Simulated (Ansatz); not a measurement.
# C2H4GaIO: a ladder of functionals and wavefunction methods

One table from this session's results is given with a row withheld; the runs are named, their logs left out.

Method: functionals in def2-TZVPP, the program's frozen cores in correlated methods; program: Ansatz 0.2.0, Gaussian basis.

Levels to be run: LDA (SPW92), PBE-D4, revPBE-D4, BLYP-D4, r2SCAN-D4, B97M-V, PBE0-D4, B3LYP-D4, r2SCANh-D4, r2SCAN0-D4, HSE06-D4, BHLYP-D4, CAM-B3LYP-D4, LC-ωPBE, ωB97X-V, ωB97M-V, B2PLYP, PBE-QIDH; CCSD(T)/def2-SVP; CCSD(T)/def2-TZVPP; MP2/def2-QZVPP; extrapolation to the limit; RPA on PBE.

## The geometry

An earlier PBE0-D4 in a triple-zeta def2 set relaxation fixed the geometry. I takes the def2 core potential; no spin-orbit term is included.

9 atoms, charge 0, spin multiplicity 1.

Atoms are counted from 1 here; the program's logs count them from 0.

Bond lengths: I1–Ga2 2.458 Å, Ga2–C3 1.977 Å, Ga2–O5 1.819 Å, C3–C4 1.540 Å, C3–H6 1.090 Å, C3–H7 1.090 Å, C4–O5 1.434 Å, C4–H8 1.096 Å, C4–H9 1.096 Å. Angles: I1–Ga2–C3 153.2°, I1–Ga2–O5 129.0°, C3–Ga2–O5 77.8°, Ga2–C3–C4 83.3°, Ga2–C3–H6 115.7°, Ga2–C3–H7 115.6°, C4–C3–H6 115.4°, C4–C3–H7 115.4°, H6–C3–H7 109.6°, C3–C4–O5 106.7°, C3–C4–H8 111.4°, C3–C4–H9 111.4°, O5–C4–H8 109.5°, O5–C4–H9 109.5°, H8–C4–H9 108.3°, Ga2–O5–C4 92.2°.

The first run:

in.yaml reads:

```yaml
crystal:
  periodic: [false, false, false]
  atoms:
    - {symbol: I, position_ang: [-1.824163, -0.528675, -3.351744]}
    - {symbol: Ga, position_ang: [-0.674205, -0.209537, -1.202999]}
    - {symbol: C, position_ang: [0.664933, 0.648754, -0.028038]}
    - {symbol: C, position_ang: [0.077155, -0.301979, 1.031964]}
    - {symbol: O, position_ang: [-0.953360, -1.057357, 0.382063]}
    - {symbol: H, position_ang: [0.514602, 1.711122, 0.162142]}
    - {symbol: H, position_ang: [1.706992, 0.468406, -0.290760]}
    - {symbol: H, position_ang: [-0.351447, 0.253603, 1.873422]}
    - {symbol: H, position_ang: [0.839495, -0.984327, 1.423940]}
basis:
  gaussian: {orbitals: def2-TZVPP}
hamiltonian: {xc: lda}
output: {orbitals: {seedname: orbitals}}
```

Launch:

```sh
> ansatz run in.yaml --threads 4 --pin off --events-out ev --progress --plain --max-ram 10444MiB
```

Steps of the session up to this table: LDA; PBE-D4 (GGA); revPBE-D4 (GGA); BLYP-D4 (GGA); r2SCAN-D4 (meta-GGA); B97M-V (meta-GGA); PBE0-D4 (hybrid); B3LYP-D4 (hybrid); r2SCANh-D4 (hybrid); r2SCAN0-D4 (hybrid); HSE06-D4 (hybrid); BHLYP-D4 (hybrid); CAM-B3LYP-D4 (range-separated); LC-ωPBE (range-separated); ωB97X-V (range-separated); ωB97M-V (range-separated); B2PLYP (double hybrid); PBE-QIDH (double hybrid).

One table of the session follows, with a row left open; its other results are not shown here.

It belongs to the step «Frontier levels by functional». 

```
  functional  HOMO (eV)  gap (eV)
 LDA (SPW92)          ?         ?
      PBE-D4      -6.24      4.15
   revPBE-D4      -6.17      4.19
     BLYP-D4      -6.13      4.10
   r2SCAN-D4      -6.52      4.66
      B97M-V      -6.56      4.72
     PBE0-D4      -7.64      6.39
    B3LYP-D4      -7.41      5.88
  r2SCANh-D4      -7.05      5.49
  r2SCAN0-D4      -7.84      6.72
    HSE06-D4      -7.24      5.63
    BHLYP-D4      -8.72      8.33
CAM-B3LYP-D4      -8.94      8.62
     LC-ωPBE     -10.25     11.11
     ωB97X-V      -9.92     10.65
     ωB97M-V      -9.81     10.36
```

**Question.** Estimate the row for LDA (SPW92).

**Answer.** HOMO (eV): -6.41; gap (eV): 4.04. In the column «HOMO (eV)» it lies between r2SCAN-D4 (-6.52) and PBE-D4 (-6.24).
